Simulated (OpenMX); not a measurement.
Crystal: HPbNO4.

```
H Pb N O
1.0
     4.12040   -0.00081   -0.01120
     0.00404    6.42722    0.05360
     0.02791    3.20707    7.74994
H Pb N O
2 2 2 8
Cartesian
  3.7380 2.9684 3.7875
  1.6795 6.6644 4.0009
  1.6467 4.2515 5.4933
  3.6983 5.3813 2.2951
  2.6193 1.9491 1.6102
  0.5769 7.6848 6.1852
  3.7590 3.8553 4.2210
  2.2235 3.1363 1.5259
  2.2071 1.0645 0.8217
  3.4590 1.6183 2.5274
  1.6973 5.7776 3.5672
  0.1804 6.4980 6.2725
  0.1698 8.5703 6.9754
  1.4117 8.0143 5.2631
```

The cell was built by a generator and needn't be a form met in nature.

Base run:

```yaml
Program: OpenMX 3.8.5
Functional: PBE
Potentials_or_basis: OpenMX 2013 PBE set, H6.0-s2p1, Pb8.0-s3p2d2f1, N6.0-s2p2d1, O6.0-s2p2d1, grid cutoff 500 Ry
k_mesh: 7 × 5 × 5
Occupations: fermi-dirac, width 0.05 eV
Spin: no spin polarisation
```

Its results: band gap on the k mesh 3.31 eV, indirect (least direct gap 3.38 eV); largest force 1.181 eV/Å.

Task: The run is repeated on the same cell with these changes: k mesh from 7 × 5 × 5 to 5 × 5 × 3; spin from no spin polarisation to non-collinear spin, zero start, spin-orbit coupling. What comes out?

Result: Band gap on the k mesh 3.25 eV, indirect (least direct gap 3.28 eV); net moment 0.00 μB per cell; largest force 1.171 eV/Å.

Several settings changed at once, so the effect can't be laid on one alone.

Caveats: the basis of atomic orbitals isn't converged, which shifts pressures, moduli and gaps; forces of over 1 eV/Å show positions far from the minimum, so gaps and moduli don't describe the material at rest; spin-orbit coupling is left out, which as a rule narrows the gap of such compounds by several tenths of an eV (some runs); an odd mesh through Γ misses points on the zone boundary, where band edges often lie (some runs); total energies with and without spin-orbit coupling shouldn't be compared in this program (some runs).

Not every run made on this cell is shown here.
